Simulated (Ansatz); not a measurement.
# ClH5N2Si: molecular dynamics

Purpose: to follow the molecule's vibrations and see whether its bonds hold. The start is relaxed first. Runs: 300 steps of 0.5 fs at constant energy, with velocities drawn for 1000 K. SMILES of the start: N[SiH](N)Cl.

Method: RKS PBE0-D4/def2-SVP, in Ansatz 0.2.0.

## (1) The starting structure

Bond lengths: Si1–H2 1.460 Å, Si1–N3 1.820 Å, N3–H4 1.060 Å, N3–H5 1.060 Å, Si1–N6 1.819 Å, N6–H7 1.060 Å, N6–H8 1.060 Å, Si1–Cl9 2.128 Å. Angles: H2–Si1–N3 109.5°, H2–Si1–N6 109.5°, H2–Si1–Cl9 109.5°, N3–Si1–N6 109.5°, N3–Si1–Cl9 109.5°, N6–Si1–Cl9 109.5°, Si1–N3–H4 120.0°, Si1–N3–H5 120.0°, H4–N3–H5 120.0°, Si1–N6–H7 120.0°, Si1–N6–H8 120.0°, H7–N6–H8 120.0°.

Structure file:

```xyz
9

Si    0.0000    0.0000    0.0000
H     0.0000    0.0000    1.4600
N     1.7163    0.0000   -0.6061
H     2.2145   -0.9180   -0.7868
H     2.2175    0.9180   -0.7783
N    -0.8572    1.4851   -0.6061
H    -1.8773    1.4300   -0.8888
H    -0.3367    2.4058   -0.6766
Cl   -1.0032   -1.7381   -0.7093
```

## (2) Relaxing the start

The input, input.yaml:

```yaml
crystal:
  periodic: [false, false, false]
  atoms:
    - { symbol: Si, position_ang: [0.0, 0.0, 0.0] }
    - { symbol: H, position_ang: [0.0, 0.0, 1.46] }
    - { symbol: "N", position_ang: [1.7163, 0.0, -0.6061] }
    - { symbol: H, position_ang: [2.2145, -0.918, -0.7868] }
    - { symbol: H, position_ang: [2.2175, 0.918, -0.7783] }
    - { symbol: "N", position_ang: [-0.8572, 1.4851, -0.6061] }
    - { symbol: H, position_ang: [-1.8773, 1.43, -0.8888] }
    - { symbol: H, position_ang: [-0.3367, 2.4058, -0.6766] }
    - { symbol: Cl, position_ang: [-1.0032, -1.7381, -0.7093] }
basis:
  gaussian: { orbitals: def2-SVP }
hamiltonian:
  xc: pbe0
  dispersion: d4
relax:
  f_tol: 0.02
  max_steps: 40
```

On the command line:

```
$ ansatz run input.yaml --threads 1 --pin off --max-ram 2048MiB --backend cpu --events-out ev --progress --plain --runs-dir out
```

The log of the run, cut to the lines that bear on the results:

```text
Warning: RAYON_NUM_THREADS=1 ignored (pool sized by the plan → 1); use --threads N
[...]
Functional definition: PBE0
[...]
944 factors; integrals over basis functions are off by at most 2.7e-4 eV
[...]
mean field -23444.35444166 eV, -861.5641345768 hartree, gradient 4.6e-5 eV, S^2 0.000000; 0 other end points of the search recorded, 0 dependent functions left out
[...]
reference -23444.35446758 eV, -861.5641355295 hartree; 25, 25 occupied and 64, 64 virtual orbitals, 944 factors
relax step   1: F+E_penalty+E_count = -23444.51499477 eV  Δ(F+E_penalty+E_count) = +0.000e0 eV  max|allowed force component| = 2.217e0 eV/Å  Δτ_max = 0.0000 Å  (26 SCF iters, accepted)
[...]
relax step   4: F+E_penalty+E_count = -23445.22491843 eV  Δ(F+E_penalty+E_count) = -6.629e-2 eV  max|allowed force component| = 5.835e-1 eV/Å  Δτ_max = 0.2000 Å  (28 SCF iters, accepted)
[...]
relax step   7: F+E_penalty+E_count = -23445.38802186 eV  Δ(F+E_penalty+E_count) = -2.793e-2 eV  max|allowed force component| = 2.259e-1 eV/Å  Δτ_max = 0.1512 Å  (27 SCF iters, accepted)
[...]
relax step  10: F+E_penalty+E_count = -23445.40834742 eV  Δ(F+E_penalty+E_count) = -2.028e-3 eV  max|allowed force component| = 3.659e-2 eV/Å  Δτ_max = 0.0214 Å  (25 SCF iters, accepted)
[...]
relax step  13: F+E_penalty+E_count = -23445.40937901 eV  Δ(F+E_penalty+E_count) = -1.878e-4 eV  max|allowed force component| = 2.445e-2 eV/Å  Δτ_max = 0.0100 Å  (22 SCF iters, accepted)
[...]
relax step  14: F+E_penalty+E_count = -23445.40935175 eV  Δ(F+E_penalty+E_count) = +2.726e-5 eV  max|allowed force component| = 2.005e-2 eV/Å  Δτ_max = 0.0093 Å  (24 SCF iters, rejected (line search))
[...]
relax step  15: F+E_penalty+E_count = -23445.40944483 eV  Δ(F+E_penalty+E_count) = -6.582e-5 eV  max|allowed force component| = 4.252e-3 eV/Å  Δτ_max = 0.0035 Å  (22 SCF iters, accepted)
944 factors; integrals over basis functions are off by at most 4.4e-4 eV
mean field -23445.24350201 eV, -861.5968069422 hartree, gradient 1.0e-5 eV, S^2 0.000000; 1 other end points of the search recorded, 0 dependent functions left out
[...]
reference -23445.24352642 eV, -861.5968078392 hartree; 25, 25 occupied and 64, 64 virtual orbitals, 944 factors
Total energy: -23445.40946924 eV, -861.6029061254 hartree
Atom 0 at     0.034910     0.040887    -0.072120 Å, force     0.001388     0.004078     0.004252 eV/Å
Atom 1 at     0.045426    -0.254599     1.387754 Å, force     0.000413    -0.001303    -0.001563 eV/Å
Atom 2 at     1.676942     0.139557    -0.536640 Å, force     0.000512    -0.002231    -0.003037 eV/Å
Atom 3 at     2.371424    -0.446716    -0.088323 Å, force    -0.001644     0.001444     0.000847 eV/Å
Atom 4 at     1.921360     0.343347    -1.499610 Å, force    -0.000634     0.000978     0.001245 eV/Å
Atom 5 at    -0.751757     1.451206    -0.640366 Å, force    -0.001494    -0.000192    -0.001093 eV/Å
Atom 6 at    -1.748062     1.451433    -0.819849 Å, force     0.001244     0.001358    -0.000443 eV/Å
Atom 7 at    -0.396638     2.371364    -0.409123 Å, force     0.000698    -0.001917     0.000267 eV/Å
Atom 8 at    -1.079706    -1.513680    -0.913723 Å, force    -0.000484    -0.002214    -0.000474 eV/Å
Dipole moment:     0.261522     0.389082     0.014812 e Å
```

Run time: 48 s. Hardware: 1 thread of Arm Neoverse V2, shared host; peak memory 0.18 GiB.

The steps of the relaxation:

| step | energy from step 1 (eV) | largest force component (eV/Å) |
| --- | --- | --- |
| 1 | 0.0000 | 2.2168 |
| 2 | -0.5261 | 0.9908 |
| 3 | -0.6436 | 0.3550 |
| 4 | -0.7099 | 0.5835 |
| 5 | -0.7460 | 1.2825 |
| 6 | -0.8451 | 0.4069 |
| 7 | -0.8730 | 0.2259 |
| 8 | -0.8747 | 0.3867 |
| 9 | -0.8913 | 0.1795 |
| 10 | -0.8934 | 0.0366 |
| 11 | -0.8942 | 0.0529 |
| 12 | -0.8942 | 0.0727 |
| 13 | -0.8944 | 0.0245 |
| 14x | -0.8944 | 0.0201 |
| 15 | -0.8944 | 0.0043 |

Step 1 is the start. 1 step was tried and not accepted (14; marked x where the table lists them).

After: Bond lengths: Si1–H2 1.490 Å, Si1–N3 1.709 Å, N3–H4 1.013 Å, N3–H5 1.014 Å, Si1–N6 1.712 Å, N6–H7 1.012 Å, N6–H8 1.013 Å, Si1–Cl9 2.090 Å. Angles: H2–Si1–N3 105.7°, H2–Si1–N6 119.5°, H2–Si1–Cl9 104.5°, N3–Si1–N6 107.7°, N3–Si1–Cl9 116.5°, N6–Si1–Cl9 103.5°, Si1–N3–H4 120.3°, Si1–N3–H5 120.1°, H4–N3–H5 111.8°, Si1–N6–H7 120.7°, Si1–N6–H8 120.8°, H7–N6–H8 112.7°.

## (3) The run

300 steps of 0.5 fs at constant energy, with velocities drawn for 1000 K, from the relaxed start.

The input, input.yaml:

```yaml
crystal:
  periodic: [false, false, false]
  atoms:
    - { symbol: Si, position_ang: [0.03491, 0.040887, -0.07212] }
    - { symbol: H, position_ang: [0.045426, -0.254599, 1.387754] }
    - { symbol: "N", position_ang: [1.676942, 0.139557, -0.53664] }
    - { symbol: H, position_ang: [2.371424, -0.446716, -0.088323] }
    - { symbol: H, position_ang: [1.92136, 0.343347, -1.49961] }
    - { symbol: "N", position_ang: [-0.751757, 1.451206, -0.640366] }
    - { symbol: H, position_ang: [-1.748062, 1.451433, -0.819849] }
    - { symbol: H, position_ang: [-0.396638, 2.371364, -0.409123] }
    - { symbol: Cl, position_ang: [-1.079706, -1.51368, -0.913723] }
basis:
  gaussian: { orbitals: def2-SVP }
hamiltonian:
  xc: pbe0
  dispersion: d4
md:
  timestep: 0.5
  n_steps: 300
  ensemble: nve
  temperature: 1000.0
  initial_velocities: maxwell_boltzmann
  seed: 541083
```

On the command line:

```
$ ansatz run input.yaml --threads 1 --pin off --max-ram 2048MiB --backend cpu --events-out ev --progress --plain --runs-dir out
```

The log of the run, cut to the lines that bear on the results:

```text
Warning: RAYON_NUM_THREADS=1 ignored (pool sized by the plan → 1); use --threads N
[...]
Functional definition: PBE0
[...]
938 factors; integrals over basis functions are off by at most 5.2e-4 eV
[...]
mean field -23445.24349001 eV, -861.5968065010 hartree, gradient 1.1e-5 eV, S^2 0.000000; 0 other end points of the search recorded, 0 dependent functions left out
[...]
reference -23445.24351441 eV, -861.5968073976 hartree; 25, 25 occupied and 64, 64 virtual orbitals, 938 factors
md step     0: t =     0.00 fs  T =  1000.0 K  F+E_penalty+E_count = -23445.40943282 eV  E_kin = 0.904820 eV  conserved = -23444.50461283 eV  (26 SCF iters)
[...]
md step    18: t =     9.00 fs  T =   523.2 K  F+E_penalty+E_count = -23444.97667531 eV  E_kin = 0.473365 eV  conserved = -23444.50331054 eV  (25 SCF iters, 3 dispersion substeps)
[...]
md step    36: t =    18.00 fs  T =   372.4 K  F+E_penalty+E_count = -23444.83932110 eV  E_kin = 0.336917 eV  conserved = -23444.50240434 eV  (25 SCF iters, 3 dispersion substeps)
[...]
md step    54: t =    27.00 fs  T =   307.6 K  F+E_penalty+E_count = -23444.78064308 eV  E_kin = 0.278307 eV  conserved = -23444.50233604 eV  (25 SCF iters, 3 dispersion substeps)
[...]
md step    70: t =    35.00 fs  T =   520.4 K  F+E_penalty+E_count = -23444.97363517 eV  E_kin = 0.470860 eV  conserved = -23444.50277512 eV  (25 SCF iters, 3 dispersion substeps)
md step    71: t =    35.50 fs  T =   544.6 K  F+E_penalty+E_count = -23444.99604366 eV  E_kin = 0.492806 eV  conserved = -23444.50323793 eV  (26 SCF iters, 3 dispersion substeps)
```

## (4) The output, continued: dynamics from the start

The log, continued, cut to the lines that bear on the results:

```text
md step    72: t =    36.00 fs  T =   562.9 K  F+E_penalty+E_count = -23445.01297053 eV  E_kin = 0.509364 eV  conserved = -23444.50360651 eV  (25 SCF iters, 3 dispersion substeps)
[...]
md step    94: t =    47.00 fs  T =   374.2 K  F+E_penalty+E_count = -23444.84089303 eV  E_kin = 0.338585 eV  conserved = -23444.50230803 eV  (25 SCF iters, 3 dispersion substeps)
[...]
md step   116: t =    58.00 fs  T =   378.5 K  F+E_penalty+E_count = -23444.84524374 eV  E_kin = 0.342508 eV  conserved = -23444.50273539 eV  (26 SCF iters, 3 dispersion substeps)
[...]
md step   138: t =    69.00 fs  T =   489.6 K  F+E_penalty+E_count = -23444.94542757 eV  E_kin = 0.443018 eV  conserved = -23444.50240937 eV  (25 SCF iters, 3 dispersion substeps)
[...]
md step   160: t =    80.00 fs  T =   333.5 K  F+E_penalty+E_count = -23444.80447064 eV  E_kin = 0.301800 eV  conserved = -23444.50267046 eV  (27 SCF iters, 3 dispersion substeps)
md step   161: t =    80.50 fs  T =   348.3 K  F+E_penalty+E_count = -23444.81819637 eV  E_kin = 0.315156 eV  conserved = -23444.50304054 eV  (26 SCF iters, 3 dispersion substeps)
md step   162: t =    81.00 fs  T =   360.8 K  F+E_penalty+E_count = -23444.82973741 eV  E_kin = 0.326461 eV  conserved = -23444.50327647 eV  (27 SCF iters, 3 dispersion substeps)
```

## (5) More of the same log: dynamics from the start

Output, continued, cut to the lines that bear on the results:

```text
md step   163: t =    81.50 fs  T =   366.6 K  F+E_penalty+E_count = -23444.83502253 eV  E_kin = 0.331677 eV  conserved = -23444.50334520 eV  (26 SCF iters, 3 dispersion substeps)
[...]
md step   181: t =    90.50 fs  T =   367.0 K  F+E_penalty+E_count = -23444.83559012 eV  E_kin = 0.332050 eV  conserved = -23444.50354040 eV  (25 SCF iters, 3 dispersion substeps)
[...]
md step   199: t =    99.50 fs  T =   557.0 K  F+E_penalty+E_count = -23445.00701593 eV  E_kin = 0.504026 eV  conserved = -23444.50299028 eV  (25 SCF iters, 3 dispersion substeps)
[...]
md step   217: t =   108.50 fs  T =   653.2 K  F+E_penalty+E_count = -23445.09383606 eV  E_kin = 0.591057 eV  conserved = -23444.50277879 eV  (25 SCF iters, 3 dispersion substeps)
[...]
Total energy: -23444.84410843 eV, -861.5821294987 hartree
Atom 0 at    -0.005841     0.098370     0.020361 Å, force    -0.703853     1.206755    -1.932683 eV/Å
Atom 1 at    -0.140355     0.080996     1.507231 Å, force    -0.153864    -0.351792    -0.184699 eV/Å
Atom 2 at     1.604279    -0.029263    -0.601454 Å, force    -0.932987    -1.149237     0.929225 eV/Å
Atom 3 at     2.083562     0.724498    -1.013477 Å, force     0.558737     1.266071    -0.521093 eV/Å
Atom 4 at     2.160427    -0.883290    -0.619990 Å, force    -0.403258     0.178105     0.022568 eV/Å
Atom 5 at    -0.726259     1.711709    -0.523082 Å, force     1.565191    -2.776283     0.533755 eV/Å
Atom 6 at    -1.420449     2.097733     0.118446 Å, force    -0.092418    -0.106363    -0.609153 eV/Å
Atom 7 at    -0.969432     1.639001    -1.519110 Å, force    -0.394864     0.496657     0.632696 eV/Å
Atom 8 at    -1.015144    -1.600966    -1.004943 Å, force     0.557316     1.236088     1.129384 eV/Å
Dipole moment:     0.232971     0.320582     0.066791 e Å
```

It took 13 min on 1 thread of Arm Neoverse V2, shared host; peak memory 0.17 GiB.

## (6) The trajectory

The trajectory, every 22 steps (energies from step 0):

| time (fs) | T (K) | potential energy change (meV/atom) | total energy change (meV/atom) |
| --- | --- | --- | --- |
| 0.0 | 1000 | 0.0 | 0.00 |
| 11.0 | 400 | 60.6 | 0.29 |
| 22.0 | 586 | 41.7 | 0.07 |
| 33.0 | 504 | 50.1 | 0.24 |
| 44.0 | 631 | 37.2 | 0.15 |
| 55.0 | 393 | 61.2 | 0.15 |
| 66.0 | 714 | 28.9 | 0.12 |
| 77.0 | 490 | 51.4 | 0.15 |
| 88.0 | 419 | 58.6 | 0.19 |
| 99.0 | 570 | 43.4 | 0.17 |
| 110.0 | 658 | 34.5 | 0.13 |
| 121.0 | 582 | 42.2 | 0.10 |
| 132.0 | 550 | 45.4 | 0.23 |
| 143.0 | 638 | 36.5 | 0.14 |
| 150.0 | 377 | 62.8 | 0.15 |

time (fs), T (K) and a bar:
```
      0.0       1000 ##############################
      6.5        585 #############
     13.0        405 #####
     19.5        467 ########
     26.0        280 
     32.5        528 ##########
     39.0        474 ########
     45.5        583 #############
     52.0        394 #####
     58.5        409 #####
     65.0        686 #################
     71.5        397 #####
     78.5        343 ###
     85.0        360 ###
     91.5        281 
     98.0        581 #############
    104.5        646 ###############
    111.0        625 ##############
    117.5        429 ######
    124.0        434 ######
    130.5        562 ############
    137.0        565 ############
    143.5        591 #############
    150.0        377 ####
```

Maxima of the velocity power spectrum (cm⁻¹, relative height; resolution about 440 cm⁻¹): 500 (100), 1500 (57), 2220 (39), 3670 (11).

## (7) Positions and forces

Extended XYZ, with forces in eV/Å:

```xyz
9
time_fs=19.0 T=432 dE=0.5161
Si    0.041    0.150   -0.019   -0.414   -1.304   -3.245
H     0.095   -0.102    1.347   -0.172   -0.415    2.130
N     1.694    0.056   -0.555   -0.557   -0.110    0.538
H     2.090   -0.825   -0.224    0.154    0.169    0.289
H     1.818    0.011   -1.550    0.009    0.264   -0.781
N    -0.804    1.514   -0.605    0.630   -1.031    0.453
H    -1.798    1.544   -0.414    0.081    0.617   -0.281
H    -0.265    2.324   -0.858   -0.423    0.564   -0.036
Cl   -1.063   -1.578   -0.955    0.694    1.247    0.934
9
time_fs=37.5 T=537 dE=0.4206
Si   -0.019    0.085   -0.075   -0.490    1.004    0.316
H    -0.266   -0.088    1.421    0.461   -0.032   -0.627
N     1.629   -0.017   -0.582    0.300    0.167    0.887
H     2.337   -0.631   -0.179   -0.527    0.161    0.519
H     1.849   -0.026   -1.553   -0.215    0.264   -1.106
N    -0.793    1.606   -0.550    1.382   -2.644    0.982
H    -1.758    1.684   -0.264   -0.036    0.705   -0.474
H    -0.287    2.236   -1.140   -0.443    0.666   -0.315
Cl   -0.993   -1.539   -0.921   -0.432   -0.292   -0.181
9
time_fs=56.0 T=347 dE=0.5935
Si   -0.077    0.068   -0.130    1.551   -0.385    3.421
H     0.022   -0.225    1.448   -0.413    0.428   -1.536
N     1.536    0.027   -0.593    1.559    0.027    1.424
H     2.201   -0.314    0.107   -0.423    0.253   -0.144
H     1.953   -0.119   -1.470    0.258   -0.172   -1.650
N    -0.672    1.589   -0.477   -0.940    0.591   -0.059
H    -1.658    1.776   -0.303    0.215    0.285   -0.423
H    -0.287    1.927   -1.351   -0.360    0.485   -0.090
Cl   -0.968   -1.533   -0.906   -1.447   -1.513   -0.942
9
time_fs=75.0 T=601 dE=0.3623
Si   -0.013    0.091   -0.038   -0.528    0.800   -1.349
H    -0.246   -0.065    1.415    0.183   -0.120    0.058
N     1.644    0.100   -0.609   -0.851    0.613    1.925
H     2.443    0.054    0.031   -0.512    0.019   -0.233
H     1.819   -0.406   -1.432    0.356   -0.884   -1.353
N    -0.686    1.682   -0.495   -0.129   -1.135    0.043
H    -1.690    1.899   -0.450    0.413   -0.389    0.301
H    -0.366    2.069   -1.380    0.308   -0.155    0.051
Cl   -1.048   -1.631   -0.959    0.759    1.251    0.557
9
time_fs=94.0 T=301 dE=0.6347
Si    0.012    0.148   -0.034    0.324   -3.195   -2.042
H    -0.160   -0.132    1.322   -0.362   -0.301    2.009
N     1.626    0.115   -0.610   -0.739    0.748    0.392
H     2.346    0.424    0.027    0.322   -0.176   -0.039
H     1.829   -0.711   -1.119    0.698   -0.935   -0.527
N    -0.663    1.547   -0.504   -2.000    3.231   -0.747
H    -1.613    1.861   -0.330   -0.097   -0.477    0.508
H    -0.356    2.189   -1.220    0.766   -0.376   -0.278
Cl   -1.072   -1.631   -0.972    1.089    1.480    0.722
9
time_fs=112.5 T=510 dE=0.4451
Si   -0.038    0.001   -0.082    0.534    3.139    0.867
H    -0.196   -0.144    1.434    0.000   -0.041   -0.685
N     1.631    0.058   -0.643   -2.229    0.805    0.282
H     2.129    0.727   -0.073    0.629   -0.070   -0.010
H     2.076   -0.821   -0.769    0.766   -0.773   -0.002
N    -0.732    1.577   -0.506    0.537    0.037   -0.477
H    -1.611    2.055   -0.319   -0.057   -0.830    0.774
H    -0.427    2.083   -1.342    0.542   -0.668    0.085
Cl   -1.006   -1.512   -0.927   -0.722   -1.599   -0.836
9
time_fs=131.0 T=560 dE=0.3995
Si   -0.038    0.079   -0.071    0.407   -2.955    2.510
H    -0.406   -0.197    1.470    0.548    0.524   -1.415
N     1.552    0.003   -0.628   -0.089    0.210   -0.076
H     2.084    0.852   -0.584    0.506    0.235    0.070
H     2.076   -0.839   -0.511    0.569   -0.437   -0.055
N    -0.663    1.512   -0.495   -1.572    3.033   -1.003
H    -1.527    1.704    0.008    0.024    0.393   -0.242
H    -0.718    1.802   -1.480    0.005   -0.125    0.640
Cl   -0.988   -1.510   -0.945   -0.399   -0.878   -0.428
9
time_fs=150.0 T=377 dE=0.5653
Si   -0.006    0.098    0.020   -0.704    1.207   -1.933
H    -0.140    0.081    1.507   -0.154   -0.352   -0.185
N     1.604   -0.029   -0.602   -0.933   -1.149    0.929
H     2.084    0.725   -1.014    0.559    1.266   -0.521
H     2.160   -0.883   -0.620   -0.403    0.178    0.023
N    -0.726    1.712   -0.523    1.565   -2.776    0.534
H    -1.420    2.098    0.118   -0.092   -0.106   -0.609
H    -0.969    1.639   -1.519   -0.395    0.497    0.633
Cl   -1.015   -1.601   -1.005    0.557    1.236    1.129
```

## (8) Summary of results

```
                          quantity                          value
           relaxation of the start       13 moves, 0.894 eV lower
                            length            300 steps of 0.5 fs
  temperature, first and last step                 1000 and 377 K
          temperature, second half  mean 493 K, from 218 to 740 K
     potential energy, second half    +51 meV/atom from the start
largest change of the total energy                  0.38 meV/atom
            bonds formed or broken                              0
```

In words: The temperature starts at 1000 K and averages 493 K in the second half, where it ranges from 218 to 740 K. About half is expected from a start at a minimum: kinetic energy passes into potential energy until both shares match. The total energy strays from its start by at most 0.38 meV/atom, 0.8 % of the mean kinetic energy, which is good for a step of 0.5 fs. The bonding pattern survives the run. A run of 150 fs with 9 atoms shows the motion but fixes no equilibrium value. The nuclei move classically, without zero-point motion, which matters most for hydrogen.
